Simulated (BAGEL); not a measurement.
**HF/6-31G(d) (density fitting with qzvpp-jkfit, spherical functions) run of GaH2ClO (SMILES [OH][GaH][Cl])**

Aim: the vertical singlet–triplet gap of GaH2ClO at HF/6-31G* (density fitting with qzvpp-jkfit, spherical functions), from 2 runs. 

The results are computed with BAGEL 1.2.2.

5 further runs of the same task are left out: 5 that didn't finish. Runs told in other sessions of the task aren't counted.

**1. The molecule**

The species is GaH2ClO (5 atoms), meant as a singlet with charge 0. As SMILES, `[OH][GaH][Cl]`. The coordinates come from a PBE0-D4/def2-TZVP relaxation. This is one conformer, not always the lowest.

Bond lengths: O1–Ga2 1.772 Å, Ga2–Cl3 2.145 Å, O1–H4 0.960 Å, Ga2–H5 1.541 Å. Angles: O1–Ga2–Cl3 115.0°, O1–Ga2–H5 122.5°, Cl3–Ga2–H5 122.5°, Ga2–O1–H4 113.5°.

**2. The energy at HF/6-31G(d) (density fitting with qzvpp-jkfit, spherical functions)**

The input, hf.json:

```json
{ "bagel" : [

{
  "title" : "molecule",
  "basis" : "6-31gs.json",
  "df_basis" : "qzvpp-jkfit",
  "angstrom" : true,
  "geometry" : [
    { "atom" : "O", "xyz" : [   -1.152400,    0.516000,   -0.496900 ] },
    { "atom" : "Ga", "xyz" : [    0.470000,    0.208100,    0.146200 ] },
    { "atom" : "Cl", "xyz" : [    0.927500,   -1.856600,    0.504600 ] },
    { "atom" : "H", "xyz" : [   -1.672300,   -0.281800,   -0.622300 ] },
    { "atom" : "H", "xyz" : [    1.477200,    1.340600,    0.426900 ] }
  ]
},
{ "title" : "hf" },
{ "title" : "print", "file" : "orbitals.molden", "orbitals" : true }

]}
```

The basis set 6-31G* is read from a file made from the Basis Set Exchange's data (not shown).

On the command line:

```console
$ BAGEL_NUM_THREADS=1 BAGEL hf.json > hf.out
```

Standard output:

```text
* using 1 threads per process

  ===============================================================
  ===============================================================

  *** Geometry ***

  { "atom" : "O", "xyz" : [     -2.177720,      0.975099,     -0.939005 ] },
  { "atom" : "Ga", "xyz" : [      0.888171,      0.393252,      0.276278 ] },
  { "atom" : "Cl", "xyz" : [      1.752721,     -3.508466,      0.953556 ] },
  { "atom" : "H", "xyz" : [     -3.160189,     -0.532525,     -1.175977 ] },
  { "atom" : "H", "xyz" : [      2.791503,      2.533367,      0.806724 ] },

  Number of auxiliary basis functions:      507

  Since a DF basis is specified, we compute 2- and 3-index integrals:
    o Being stored without compression. Storage requirement is 0.019 GB

  Number of basis functions:       68
  Number of electrons      :       58

    * METHOD: MOLECULE                             0.29

  *** RHF ***

  === Nuclear Repulsion ===
   255.0547280866

      * DIIS with orbital gradients will be used.

  === RHF iteration (6-31gs.json) ===
      0      -2458.33820119          0.02361148           0.09
      1      -2458.44775672          0.01774231           0.09
      2      -2458.54603524          0.00132349           0.08
      3      -2458.54709012          0.00036707           0.08
      4      -2458.54719552          0.00006581           0.08
      5      -2458.54719923          0.00001670           0.08
      6      -2458.54719947          0.00000783           0.08
      7      -2458.54719950          0.00000217           0.08
      8      -2458.54719950          0.00000044           0.08
      9      -2458.54719950          0.00000020           0.08
     10      -2458.54719950          0.00000007           0.08
     11      -2458.54719950          0.00000002           0.08
     12      -2458.54719950          0.00000001           0.08
    * SCF iteration converged.

    * Permanent dipole moment:
           (   -0.053331,    -0.215238,    -0.001288) a.u.

    * METHOD: HF                                   1.34

    * METHOD: PRINT                                0.01

  ===============================================================
```

It took 1.8 s on 1 thread of Arm Neoverse V1, shared host; peak memory 0.11 GiB.

**3. The triplet at the same level**

The input, calc.json:

```json
{ "bagel" : [

{
  "title" : "molecule",
  "basis" : "6-31gs.json",
  "df_basis" : "qzvpp-jkfit",
  "angstrom" : true,
  "geometry" : [
    { "atom" : "O", "xyz" : [      -1.152400,       0.516000,      -0.496900 ] },
    { "atom" : "Ga", "xyz" : [       0.470000,       0.208100,       0.146200 ] },
    { "atom" : "Cl", "xyz" : [       0.927500,      -1.856600,       0.504600 ] },
    { "atom" : "H", "xyz" : [      -1.672300,      -0.281800,      -0.622300 ] },
    { "atom" : "H", "xyz" : [       1.477200,       1.340600,       0.426900 ] }
  ]
},

{ "title" : "uhf", "nopen" : 2 },

{ "title" : "print", "file" : "orbitals.molden", "orbitals" : true }

]}
```

The basis set 6-31G* is read from a file made from the Basis Set Exchange's data (not shown).

On the command line:

```console
$ BAGEL_NUM_THREADS=1 BAGEL calc.json > calc.out
```

Standard output:

```text
* using 1 threads per process

  ===============================================================
  ===============================================================

  *** Geometry ***

  { "atom" : "O", "xyz" : [     -2.177720,      0.975099,     -0.939005 ] },
  { "atom" : "Ga", "xyz" : [      0.888171,      0.393252,      0.276278 ] },
  { "atom" : "Cl", "xyz" : [      1.752721,     -3.508466,      0.953556 ] },
  { "atom" : "H", "xyz" : [     -3.160189,     -0.532525,     -1.175977 ] },
  { "atom" : "H", "xyz" : [      2.791503,      2.533367,      0.806724 ] },

  Number of auxiliary basis functions:      507

  Since a DF basis is specified, we compute 2- and 3-index integrals:
    o Being stored without compression. Storage requirement is 0.019 GB

  Number of basis functions:       68
  Number of electrons      :       58

    * METHOD: MOLECULE                             0.29

  *** Open-shell HF ***

  === Nuclear Repulsion ===
   255.0547280866

      * DIIS with orbital gradients will be used.

  === UHF iteration (6-31gs.json) ===
      0      -2457.97465601          0.04771339           0.17
      1      -2457.78611498          0.06740653           0.17
      2      -2457.66621781          0.07140779           0.16
      3      -2458.26623625          0.01695019           0.16
      4      -2458.31251172          0.00483183           0.17
      5      -2458.31791698          0.00178925           0.17
      6      -2458.32007240          0.00054820           0.17
      7      -2458.32064530          0.00034347           0.17
      8      -2458.32095362          0.00020357           0.17
      9      -2458.32106613          0.00010350           0.17
     10      -2458.32109834          0.00004072           0.17
     11      -2458.32110099          0.00001622           0.17
     12      -2458.32110157          0.00001115           0.16
     13      -2458.32110196          0.00000973           0.14
     14      -2458.32110211          0.00000997           0.15
     15      -2458.32110205          0.00000983           0.14
     16      -2458.32110196          0.00000941           0.15
     17      -2458.32110185          0.00000875           0.16
     18      -2458.32110181          0.00000756           0.16
     19      -2458.32110178          0.00000644           0.16
     20      -2458.32110180          0.00000567           0.17
     21      -2458.32110187          0.00000413           0.17
     22      -2458.32110192          0.00000295           0.16
     23      -2458.32110194          0.00000234           0.16
     24      -2458.32110196          0.00000198           0.16
     25      -2458.32110197          0.00000186           0.16
     26      -2458.32110197          0.00000193           0.16
     27      -2458.32110196          0.00000180           0.16
     28      -2458.32110196          0.00000175           0.16
     29      -2458.32110196          0.00000176           0.17
     30      -2458.32110196          0.00000179           0.16
     31      -2458.32110196          0.00000181           0.17
     32      -2458.32110195          0.00000151           0.16
     33      -2458.32110195          0.00000077           0.15
     34      -2458.32110195          0.00000047           0.15
     35      -2458.32110195          0.00000039           0.16
     36      -2458.32110195          0.00000017           0.16
     37      -2458.32110195          0.00000009           0.16
     38      -2458.32110195          0.00000007           0.15
     39      -2458.32110195          0.00000006           0.15
     40      -2458.32110195          0.00000006           0.16
     41      -2458.32110195          0.00000006           0.16
     42      -2458.32110195          0.00000006           0.17
     43      -2458.32110195          0.00000006           0.16
     44      -2458.32110195          0.00000006           0.16
     45      -2458.32110195          0.00000006           0.16
     46      -2458.32110195          0.00000005           0.16
     47      -2458.32110195          0.00000005           0.16
     48      -2458.32110195          0.00000005           0.17
     49      -2458.32110195          0.00000005           0.16
     50      -2458.32110195          0.00000005           0.16
     51      -2458.32110195          0.00000004           0.16
     52      -2458.32110195          0.00000004           0.16
     53      -2458.32110195          0.00000004           0.16
     54      -2458.32110195          0.00000004           0.16
     55      -2458.32110195          0.00000004           0.17
     56      -2458.32110195          0.00000004           0.16
     57      -2458.32110195          0.00000003           0.16
     58      -2458.32110195          0.00000003           0.16
     59      -2458.32110195          0.00000003           0.16
     60      -2458.32110195          0.00000003           0.17
     61      -2458.32110195          0.00000002           0.16
     62      -2458.32110195          0.00000003           0.17
     63      -2458.32110195          0.00000002           0.16
     64      -2458.32110195          0.00000002           0.16
     65      -2458.32110195          0.00000002           0.15
     66      -2458.32110195          0.00000001           0.16
     67      -2458.32110195          0.00000001           0.16
     68      -2458.32110195          0.00000001           0.16
    * SCF iteration converged.

    * S^2 (UHF) is 2.0097

    * Permanent dipole moment:
           (    0.731304,    -0.830637,     0.351148) a.u.

    * METHOD: UHF                                 11.36

    * METHOD: PRINT                                0.01

  ===============================================================
```

Run time: 12 s. Hardware: 1 thread of Arm Neoverse V1, shared host; peak memory 0.11 GiB.

**4. Results**

Level: HF/6-31G* (density fitting with qzvpp-jkfit, spherical functions).

```
                                        quantity           value
                           singlet: total energy  -2458.54720 Eh
                          singlet: dipole moment          0.56 D
                            singlet: HOMO energy       -12.34 eV
                            singlet: LUMO energy         1.56 eV
                          singlet: HOMO–LUMO gap        13.90 eV
                           triplet: total energy  -2458.32110 Eh
                          triplet: dipole moment          2.95 D
                                   triplet: ⟨S²⟩           2.010
vertical energy of the triplet above the singlet        6.152 eV
```

What this shows: At this shape the triplet lies 6.15 eV (142 kcal/mol) above the singlet.
